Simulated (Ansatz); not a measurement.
## BrH₄NSi, SMILES N[SiH2]Br: vertical and adiabatic energies of changing the electron count, step by step

Computed with Ansatz 0.2.0, Python API.

The cells in order, each with its output:

```python
import itertools

import ansatz as az
from ase import Atoms
from ase.data import atomic_numbers, covalent_radii
import numpy as np
```

```python
atoms = Atoms(["N", "Si", "Br", "H", "H", "H", "H"], positions=[
    [-0.9633, -0.4919, -0.2375],
    [0.5037, -0.0662, 0.4011],
    [1.2133, 1.644, -0.7932],
    [-0.8223, -0.6337, -1.2436],
    [-1.5987, 0.3731, -0.2184],
    [0.314, 0.3411, 1.8124],
    [1.4146, -1.2345, 0.2335],
])
system = az.Crystal.molecule_from_ase(atoms)
```

```python
calc = system.calculation().basis(gaussian="def2-SVP").functional("PBE0")
symbols = [site.symbol for site in system.cartesian_sites]
start = np.array([site.position_ang for site in system.cartesian_sites], dtype=float)
r = calc.relax(force_tolerance=0.01).run().report
end = np.array(r["positions_ang"])

minimum = az.Crystal.molecule()
for symbol, place in zip(symbols, end):
    minimum = minimum.atom(symbol, place.tolist())
ion = (
    minimum.calculation()
    .basis(gaussian="def2-SVP")
    .functional("PBE0")
    .charge(1)
    .spin("collinear", total=1)
)
vertical = ion.run().report
settled = ion.relax(force_tolerance=0.01, max_steps=80).run().report
print(f"vertical ionisation energy   {vertical['free_energy_ev'] - r['free_energy_ev']:.3f} eV")
print(f"adiabatic, no zero point     {settled['free_energy_ev'] - r['free_energy_ev']:.3f} eV")
print(f"relaxation energy of the ion {vertical['free_energy_ev'] - settled['free_energy_ev']:.3f} eV")
ionised = np.array(settled["positions_ang"])
radius = [covalent_radii[atomic_numbers[s]] for s in symbols]
span = lambda where, i, j: np.linalg.norm(where[i] - where[j])
bonded = [(i, j) for i, j in itertools.combinations(range(len(symbols)), 2) if min(span(end, i, j), span(ionised, i, j)) < 1.2 * (radius[i] + radius[j])]
print("pair        before    after (A)")
for i, j in bonded:
    print(f"{symbols[i]}{i}-{symbols[j]}{j}".ljust(10), f"{span(end, i, j):8.4f} {span(ionised, i, j):8.4f}")
for first, second in list(itertools.combinations(bonded, 2)):
    shared = set(first) & set(second)
    if shared and symbols[(j := shared.pop())] != "H":
        i, k = sorted((set(first) | set(second)) - {j})
        u, v = ionised[i] - ionised[j], ionised[k] - ionised[j]
        angle = np.degrees(np.arccos(np.clip(u @ v / np.linalg.norm(u) / np.linalg.norm(v), -1, 1)))
        print(f"final angle {symbols[i]}{i}-{symbols[j]}{j}-{symbols[k]}{k}: {angle:.2f} deg")
```

    vertical ionisation energy   9.971 eV
    adiabatic, no zero point     9.388 eV
    relaxation energy of the ion 0.583 eV
    pair        before    after (A)
    N0-Si1       1.7148   1.7996
    N0-H3        1.0146   1.0268
    N0-H4        1.0146   1.0268
    Si1-Br2      2.2530   2.2281
    Si1-H5       1.4861   1.4747
    Si1-H6       1.4861   1.4747
    final angle Si1-N0-H3: 123.07 deg
    final angle Si1-N0-H4: 123.07 deg
    final angle N0-Si1-Br2: 87.67 deg
    final angle N0-Si1-H5: 109.12 deg
    final angle N0-Si1-H6: 109.11 deg
    final angle H3-N0-H4: 112.28 deg
    final angle Br2-Si1-H5: 112.70 deg
    final angle Br2-Si1-H6: 112.71 deg
    final angle H5-Si1-H6: 120.48 deg

The energies are electronic: no zero-point or thermal terms, and the basis set is short of its limit. The product may relax into another structure. Each relaxation finds its nearest minimum, which needn't be the lowest. Run time: 110 s on 1 thread of Arm Neoverse V1, with other jobs on the host, peak memory 0.35 GiB.
